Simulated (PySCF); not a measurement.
# C₄H₁₃GeN: electronic excitations

Wanted: the electronic excitations of C₄H₁₃GeN (`C[NH][GeH2][CH](C)C`), by calculation.

Computed with PySCF 2.14.0, with density-fitted response routines of our own, on a single molecule in the gas phase. Atoms are numbered from 0 throughout.

### Step 1. The molecule as given

19 atoms, charge 0, multiplicity 1; geometry from: GFN2-xTB.

Bonds of the start (Å): C0–N1 1.45, N1–Ge2 1.82, Ge2–C3 2.00, C3–C4 1.52, C3–C5 1.52, C0–H6 1.10, C0–H7 1.09, C0–H8 1.09, N1–H9 1.01, Ge2–H10 1.51, Ge2–H11 1.53, C3–H12 1.10, C4–H13 1.09, C4–H14 1.09, C4–H15 1.09, C5–H16 1.09, C5–H17 1.09, C5–H18 1.09.

### Step 2. Excited states and response: CAM-B3LYP/def2-SVPD

The job: settings as JSON, then the geometry in Å.

```
{"job": {"kind": "uv", "xc": "CAM-B3LYP", "basis": "def2-SVPD", "nstates": 8, "ntriplets": 3}, "charge": 0, "multiplicity": 1}
C      3.181564     0.184854    -0.047107
N      1.776575     0.549608    -0.069155
Ge     0.501670    -0.588648    -0.704249
C     -1.278892     0.275570    -0.446353
C     -2.393404    -0.596715    -1.010203
C     -1.512431     0.575210     1.028329
H      3.668153     0.261228    -1.026207
H      3.261364    -0.847566     0.290725
H      3.718772     0.823702     0.656913
H      1.666056     1.515171    -0.349348
H      0.691894    -1.837239     0.120729
H      0.714701    -1.017976    -2.155934
H     -1.276711     1.223836    -0.994708
H     -3.360356    -0.107839    -0.894863
H     -2.231008    -0.792411    -2.068980
H     -2.428393    -1.552140    -0.489041
H     -2.461532     1.090440     1.173908
H     -0.713566     1.200550     1.422441
H     -1.534260    -0.350385     1.601135
```

Method: TDDFT CAM-B3LYP/def2-SVPD, vertical, gas phase, core orbitals frozen in the response.

Run with:

```sh
$ OMP_NUM_THREADS=1 python probes_run.py task.json out
```

One launch serves the whole session: the jobs run in the order shown.

Standard output:

```text
coarse grid: 65392 points
cycle   1  E = -2291.5366467038  dE = -2.060e-01  |g| = 5.538e-01  |ddm| = 5.786e+00
cycle   2  E = -2291.5323676878  dE =  4.279e-03  |g| = 6.021e-01  |ddm| = 1.647e+00
cycle   3  E = -2291.5914462554  dE = -5.908e-02  |g| = 5.230e-02  |ddm| = 7.598e-01
cycle   4  E = -2291.5918951353  dE = -4.489e-04  |g| = 3.205e-02  |ddm| = 1.133e-01
cycle   5  E = -2291.5921022423  dE = -2.071e-04  |g| = 4.044e-03  |ddm| = 3.747e-02
cycle   6  E = -2291.5921057825  dE = -3.540e-06  |g| = 1.296e-03  |ddm| = 1.302e-02
final grid: 138704 points
cycle   7  E = -2291.5920784375  dE = -1.022e-07  |g| = 1.303e-03  |ddm| = 7.365e-03
cycle   8  E = -2291.5920783893  dE =  4.815e-08  |g| = 1.398e-03  |ddm| = 3.868e-03
cycle   9  E = -2291.5920788188  dE = -4.295e-07  |g| = 9.678e-05  |ddm| = 1.796e-03
cycle  10  E = -2291.5920788211  dE = -2.279e-09  |g| = 1.947e-05  |ddm| = 2.002e-04
cycle  11  E = -2291.5920788213  dE = -1.814e-10  |g| = 1.070e-05  |ddm| = 1.282e-04
converged SCF energy = -2291.5920788213

Static polarisability (au): isotropic 88.863, principal 75.792 86.074 104.722

Singlet excitations
state   eV       nm        f      main configurations
  1   5.7561    215.4   0.00391   H->L 0.72, H->L+1 0.18
  2   6.5690    188.7   0.00833   H->L+1 0.46, H->L+2 0.27, H->L+3 0.14
  3   6.8254    181.7   0.05212   H->L+2 0.57, H->L 0.18, H->L+1 0.11
  4   7.1057    174.5   0.01263   H->L+3 0.34, H->L+4 0.25, H->L+6 0.20
  5   7.5302    164.6   0.00314   H->L+5 0.70, H->L+4 0.12
  6   7.5931    163.3   0.00154   H-1->L 0.58, H-1->L+1 0.19, H-1->L+2 0.10
  7   7.6741    161.6   0.01482   H-1->L+1 0.40, H->L+4 0.17, H->L+3 0.10
  8   7.7011    161.0   0.00453   H-1->L+1 0.29, H->L+3 0.26, H->L+4 0.16

Triplet excitations (Tamm-Dancoff, eV): 5.4658 6.4283 6.5222
```

It took 1.9 min on 1 thread of Arm Neoverse N1, shared host; peak memory 1.1 GiB.

The orbitals next to the gap, with their largest atomic shares:

```csv
orbital,eV,atoms
HOMO−3,-10.94,"C5 18 %, C4 18 %, C3 18 %"
HOMO−2,-10.47,"Ge2 31 %, H10 24 %, H11 10 %"
HOMO−1,-9.21,"C3 32 %, Ge2 21 %, C5 9 %"
HOMO,-7.83,"N1 58 %, C0 11 %, Ge2 9 %"
LUMO,1.22,"Ge2 32 %, C0 14 %, H9 9 %"
LUMO+1,1.40,"C4 17 %, Ge2 13 %, C0 7 %"
LUMO+2,1.81,"Ge2 18 %, H9 10 %, H12 10 %"
```

With each of the 8 states as a Gaussian band of 0.4 eV half-width at 1/e, the curve within the window shown has maxima at 181 nm (ε 2,700) L/(mol cm). Beyond the last state computed it falls off for lack of states. The curve at chosen wavelengths:

nm, ε (L/mol/cm) and a bar:
```
      155        470 #####
      158        783 #########
      162       1062 ############
      165       1135 #############
      169       1301 ###############
      172       1629 ##################
      175       2088 ########################
      179       2586 #############################
      182       2655 ##############################
      186       2280 ##########################
      189       1786 ####################
      192       1269 ##############
      196        713 ########
      199        441 #####
      203        249 ###
      206        191 ##
      209        172 ##
      213        168 ##
      216        164 ##
      220        147 #
      223        125 #
      226        101 #
      230         69 #
      233         49 
      237         29 
      240         18
```

Further results of this job:

```csv
property,computed
dipole moment (D),0.94
polarisability (Å³),13.17
HOMO–LUMO gap (eV),9.06
−ε(HOMO) (eV),7.83
```

### Step 3. What came out

```
                                quantity                        value
    lowest singlet (CAM-B3LYP/def2-SVPD)  5.76 eV (215 nm), f = 0.004
brightest single state of those computed  state 3, 6.83 eV, f = 0.052
                          lowest triplet                      5.47 eV
```

**Reading.** The lowest singlet, at 5.76 eV, is HOMO→LUMO 0.72, HOMO→LUMO+1 0.18 and is weak; of the 8 states computed, the strongest absorption comes from state 3 at 6.83 eV. The lowest triplet lies 0.29 eV below the lowest singlet (triplets in Tamm-Dancoff, singlets in full TDDFT).
